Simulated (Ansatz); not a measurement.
SiAu3, space group Fm-3m: an equation of state with a fit, run with the Python package of Ansatz (0.2.0).

Script `siau3_eos.py`:
```python
"""Equation of state of SiAu3."""

import warnings

import ansatz as az
import numpy as np
from pymatgen.analysis.eos import EOS

XC = "lda"
CUTOFF_EV = 630
FILLING = "fermi_dirac"
MESH = (6, 6, 6)

vectors0 = np.array([
    [0.0, 3.285734, 3.285734],
    [3.285734, 0.0, 3.285734],
    [3.285734, 3.285734, 0.0],
])
sites = [
    ("Si", (0.0, 0.0, 0.0)),
    ("Au", (0.25, 0.25, 0.25)),
    ("Au", (0.75, 0.75, 0.75)),
    ("Au", (0.5, 0.5, 0.5)),
]


def make_crystal(cell):
    crystal = az.Crystal(lattice=az.Lattice.of(cell))
    for symbol, position in sites:
        crystal = crystal.atom(symbol, position)
    return crystal

warnings.simplefilter("ignore", az.DeckWarning)

# scale the volume, keep shape and fractions
volumes, energies = [], []
for scale in np.linspace(0.88, 1.12, 7):
    cell = vectors0 * scale ** (1 / 3)
    calculation = make_crystal(cell).calculation()
    calculation = calculation.functional(XC).basis(CUTOFF_EV)
    calculation = calculation.accuracy("medium").occupations(FILLING)
    calculation = calculation.kpoints(*MESH)
    data = calculation.run(threads=1, pin="off").report
    volumes.append(abs(np.linalg.det(cell)) / len(sites))
    energies.append(data["free_energy_ev"] / len(sites))
    print(f"V = {volumes[-1]:8.4f} A^3/atom  F = {energies[-1]:.5f} eV/atom")

for form in ["birch_murnaghan", "murnaghan"]:
    fit = EOS(eos_name=form).fit(volumes, energies)
    print(f"{form:18s} V0 {fit.v0:8.4f} A^3/atom  B0 {fit.b0_GPa:7.1f} GPa  B1 {fit.b1:5.2f}")
```

Estimate the equilibrium volume and the bulk modulus.

A third-order Birch-Murnaghan fit through the 7 points has its minimum at 16.36 Å³ an atom, 7.7 % below the typed cell, with a bulk modulus of 160 GPa. From that minimum the energy rises by 19.2 meV an atom on the compressed side and 245.1 meV on the expanded side. The window is off centre, so dB/dP is rough.

The output:

```console
$ python siau3_eos.py
V =  15.6081 A^3/atom  F = -9800.73152 eV/atom
V =  16.3176 A^3/atom  F = -9800.75070 eV/atom
V =  17.0270 A^3/atom  F = -9800.73837 eV/atom
V =  17.7365 A^3/atom  F = -9800.70242 eV/atom
V =  18.4459 A^3/atom  F = -9800.64884 eV/atom
V =  19.1554 A^3/atom  F = -9800.58210 eV/atom
V =  19.8648 A^3/atom  F = -9800.50561 eV/atom
birch_murnaghan    V0  16.3623 A^3/atom  B0   159.6 GPa  B1  5.51
murnaghan          V0  16.3574 A^3/atom  B0   161.6 GPa  B1  6.19
```

The settings weren't tested for convergence. For a metal this k-point mesh is coarse: on a finer one energies can move by several to tens of meV an atom and pressures by half a GPa or more, differences at one mesh by less. Spin-orbit coupling, which matters for elements this heavy, is left out. This cell is a computed structure, which may not be the phase found in nature. Wall time of the script: 23 s on 1 thread of Arm Neoverse V1, with other jobs on the host, peak memory 0.52 GiB.
